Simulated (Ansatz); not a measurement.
**(110) superlattice of 1 and 3 atomic planes of GaAs and GaP, in-plane a of GaAs, 8 atoms**

Aim: a base single point, then the same cell under other settings, to see what each one moves.

All numbers are computed with Ansatz 0.2.0 (PAW, plane waves).

## 1. The starting cell

8 atoms (4 Ga, 3 P, 1 As); a = 4.002 Å, b = 5.660 Å, c = 7.593 Å, α = 90.00°, β = 90.00°, γ = 90.00°. All atoms were shaken off their sites by about 0.10 Å along each axis.

## 2. Single point with PBEsol

in.yaml

```yaml
crystal:
  lattice:
    - [2.830000, -2.830000, 0.000000]
    - [0.000000, 0.000000, 5.660000]
    - [-5.369265, -5.369265, 0.000000]
  atoms:
    - { symbol: Ga, position: [0.025765, 0.015336, 0.000141] }
    - { symbol: Ga, position: [0.996645, 0.036678, 0.530241] }
    - { symbol: Ga, position: [0.508594, 0.480235, 0.767298] }
    - { symbol: Ga, position: [0.540408, 0.487407, 0.264430] }
    - { symbol: P, position: [0.979245, 0.235829, 0.760330] }
    - { symbol: P, position: [0.980940, 0.226946, 0.257479] }
    - { symbol: P, position: [0.456738, 0.767159, 0.519931] }
    - { symbol: As, position: [0.483648, 0.766454, 0.998518] }
kpoints:
  mp_grid: { grid: [4, 3, 2] }
hamiltonian:
  xc: pbesol
scf:
  occupations: { method: fermi_dirac, width: 0.01 }
output:
  forces: true
  eigenvalues: true
  stress: true
  populations: true
```

On the command line:

```console
ansatz run in.yaml --threads 8 --pin off --max-ram 118750MiB --runs-dir r --events-out ev --progress --plain --backend cuda --devices 0,
```

## 3. Changed settings: occupations Fermi–Dirac, density threshold 0.0001 eV

in.yaml: that of step 2 with these lines changed.

```diff
@@ -20,2 +20,4 @@
   occupations: { method: fermi_dirac, width: 0.01 }
+  max_iter: 90
+  convergence: { dr2_threshold: 1e-04 }
 output:
@@ -24,2 +26 @@
   stress: true
-  populations: true
```

## 4. Variant: density cutoff ratio 3, starting moment 4 μB, density threshold 0.0001 eV

in.yaml: that of step 3 with these lines changed.

```diff
@@ -16,7 +16,11 @@
   mp_grid: { grid: [4, 3, 2] }
+basis: { ecutrho_ratio: 3 }
 hamiltonian:
   xc: pbesol
+magnetization:
+  spin_polarized: true
+  initial_magnetization: 4
 scf:
   occupations: { method: fermi_dirac, width: 0.01 }
-  max_iter: 90
+  max_iter: 80
   convergence: { dr2_threshold: 1e-04 }
```

## 5. Variant: cutoff 350 eV

in.yaml: that of step 4 with these lines changed.

```diff
@@ -16,12 +16,8 @@
   mp_grid: { grid: [4, 3, 2] }
-basis: { ecutrho_ratio: 3 }
+basis: { ecutwfc: 350 }
 hamiltonian:
   xc: pbesol
-magnetization:
-  spin_polarized: true
-  initial_magnetization: 4
 scf:
   occupations: { method: fermi_dirac, width: 0.01 }
-  max_iter: 80
-  convergence: { dr2_threshold: 1e-04 }
+  max_iter: 90
 output:
```

## 6. Changed settings: accuracy high, density cutoff ratio 1

in.yaml: that of step 5 with these lines changed.

```diff
@@ -1 +1,2 @@
+accuracy: high
 crystal:
@@ -16,3 +17,3 @@
   mp_grid: { grid: [4, 3, 2] }
-basis: { ecutwfc: 350 }
+basis: { ecutrho_ratio: 1 }
 hamiltonian:
```

## 7. Variant: charge changed by -2, dispersion D3(BJ), k points 3×3×3

in.yaml: that of step 6 with these lines changed.

```diff
@@ -1,2 +1 @@
-accuracy: high
 crystal:
@@ -16,9 +15,10 @@
 kpoints:
-  mp_grid: { grid: [4, 3, 2] }
-basis: { ecutrho_ratio: 1 }
+  mp_grid: { grid: [3, 3, 3] }
 hamiltonian:
   xc: pbesol
+  dispersion: d3bj
+total_charge: -2
 scf:
   occupations: { method: fermi_dirac, width: 0.01 }
-  max_iter: 90
+  max_iter: 70
 output:
```

## 8. Changed settings: charge changed by 1

in.yaml: that of step 7 with these lines changed.

```diff
@@ -15,10 +15,9 @@
 kpoints:
-  mp_grid: { grid: [3, 3, 3] }
+  mp_grid: { grid: [4, 3, 2] }
 hamiltonian:
   xc: pbesol
-  dispersion: d3bj
-total_charge: -2
+total_charge: 1
 scf:
   occupations: { method: fermi_dirac, width: 0.01 }
-  max_iter: 70
+  max_iter: 90
 output:
```

**Question.** What will these runs give? Wanted: for each run, settings; status; energy from base; forces from base.

The runs gave:

| settings | status | cycles | time | energy from base (meV/atom) | forces from base (eV/Å rms) | filled to empty level on the mesh (eV) |
| --- | --- | --- | --- | --- | --- | --- |
| base | converged | 8 | 1.8 s (GPU) | 0 | 0 | 0.32 |
| occupations Fermi–Dirac, density threshold 0.0001 eV | converged, settings too loose | 6 | 2.3 s (GPU) | 0.0 | 0.000 | 0.32 |
| density cutoff ratio 3, starting moment 4 μB, density threshold 0.0001 eV | converged, settings too loose | 15 | 2.3 s (GPU) | -0.1 | 0.000 | 0.32 |
| cutoff 350 eV | converged, settings too loose | 8 | 1.7 s (GPU) | +6.5 | 0.002 | 0.32 |
| accuracy high, density cutoff ratio 1 | converged, settings too loose | 11 | 1.8 s (GPU) | -978.9 | 0.566 | 0.33 |
| charge changed by -2, dispersion D3(BJ), k points 3×3×3 | converged | 12 | 2 s (GPU) | - | 0.349 | - |
| charge changed by 1 | converged | 12 | 2.1 s (GPU) | - | 0.288 | - |

Among these variants the forces move most with accuracy high, density cutoff ratio 1 (0.566 eV/Å rms).
